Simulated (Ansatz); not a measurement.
**H5MoN3O: a ladder of functionals and wavefunction methods**

One table from this session's results is given with a row withheld; the runs are named, their logs left out.

The runs use Ansatz 0.2.0, Gaussian basis; functionals in def2-TZVPP, the program's frozen cores in correlated methods.

The runs, in order: LDA (SPW92), PBE-D4, revPBE-D4, BLYP-D4, r2SCAN-D4, B97M-V, PBE0-D4, B3LYP-D4, r2SCANh-D4, r2SCAN0-D4, HSE06-D4, BHLYP-D4, CAM-B3LYP-D4, LC-ωPBE, ωB97X-V, ωB97M-V, B2PLYP, PBE-QIDH; CCSD(T)/def2-SVP; CCSD(T)/def2-TZVPP; MP2/def2-QZVPP; extrapolation to the limit; RPA on PBE.

## Structure used throughout

An earlier PBE0-D4 in a triple-zeta def2 set relaxation fixed the geometry. Mo takes the def2 core potential; no spin-orbit term is included.

SMILES `[NH]=[Mo](=[NH])([NH2])[OH]`, 10 atoms, charge 0, spin multiplicity 1.

Atoms are counted from 1 here; the program's logs count them from 0.

Bond lengths: N1–Mo2 1.730 Å, N1–H6 1.011 Å, Mo2–N3 1.728 Å, Mo2–N4 1.938 Å, Mo2–O5 1.902 Å, N3–H7 1.010 Å, N4–H8 1.008 Å, N4–H9 1.008 Å, O5–H10 0.960 Å. Angles: Mo2–N1–H6 153.9°, N1–Mo2–N3 113.5°, N1–Mo2–N4 106.8°, N1–Mo2–O5 109.4°, N3–Mo2–N4 107.2°, N3–Mo2–O5 107.8°, N4–Mo2–O5 112.2°, Mo2–N3–H7 156.4°, Mo2–N4–H8 122.9°, Mo2–N4–H9 123.1°, H8–N4–H9 111.5°, Mo2–O5–H10 118.0°.

The first run:

File in.yaml:

```yaml
crystal:
  periodic: [false, false, false]
  atoms:
    - {symbol: N, position_ang: [-1.112351, 0.625739, -1.116337]}
    - {symbol: Mo, position_ang: [0.208530, 0.089911, -0.136053]}
    - {symbol: N, position_ang: [1.076111, -1.239662, -0.818103]}
    - {symbol: N, position_ang: [-0.550035, -0.520752, 1.540019]}
    - {symbol: O, position_ang: [1.435829, 1.522073, 0.109915]}
    - {symbol: H, position_ang: [-1.710011, 0.593727, -1.930572]}
    - {symbol: H, position_ang: [1.293262, -1.948316, -1.503868]}
    - {symbol: H, position_ang: [-0.202844, -1.325702, 2.037427]}
    - {symbol: H, position_ang: [-1.474002, -0.265274, 1.850813]}
    - {symbol: H, position_ang: [1.118710, 2.417057, -0.030441]}
basis:
  gaussian: {orbitals: def2-TZVPP}
hamiltonian: {xc: lda}
output: {orbitals: {seedname: orbitals}}
```

On the command line:

```console
> ansatz run in.yaml --threads 4 --pin off --events-out ev --progress --plain --max-ram 10444MiB
```

Among the steps run: LDA; PBE-D4 (GGA); revPBE-D4 (GGA); BLYP-D4 (GGA); r2SCAN-D4 (meta-GGA); B97M-V (meta-GGA); B3LYP-D4 (hybrid); r2SCANh-D4 (hybrid); r2SCAN0-D4 (hybrid); HSE06-D4 (hybrid); BHLYP-D4 (hybrid); CAM-B3LYP-D4 (range-separated); LC-ωPBE (range-separated); ωB97X-V (range-separated); ωB97M-V (range-separated); B2PLYP (double hybrid); PBE-QIDH (double hybrid).

One of the session's tables, all rows but one given; the rest of the session is left out.

It belongs to the step «Frontier levels by functional». 

```
  functional  HOMO (eV)  gap (eV)
 LDA (SPW92)      -6.17      4.21
      PBE-D4      -5.96      4.19
   revPBE-D4      -5.89      4.19
     BLYP-D4      -5.84      4.16
   r2SCAN-D4      -6.24      4.56
      B97M-V      -6.27      4.65
     PBE0-D4      -7.28      6.31
    B3LYP-D4      -7.05      5.85
  r2SCANh-D4      -6.74      5.36
  r2SCAN0-D4      -7.48      6.56
    HSE06-D4      -6.88      5.53
    BHLYP-D4      -8.49      8.43
CAM-B3LYP-D4      -8.64      8.74
     LC-ωPBE      -9.97     11.20
     ωB97X-V      -9.60     10.77
     ωB97M-V          ?         ?
```

**Question.** Estimate the row for ωB97M-V.

As computed: HOMO (eV): -9.52; gap (eV): 10.58. In the column «HOMO (eV)» it lies between ωB97X-V (-9.60) and CAM-B3LYP-D4 (-8.64).
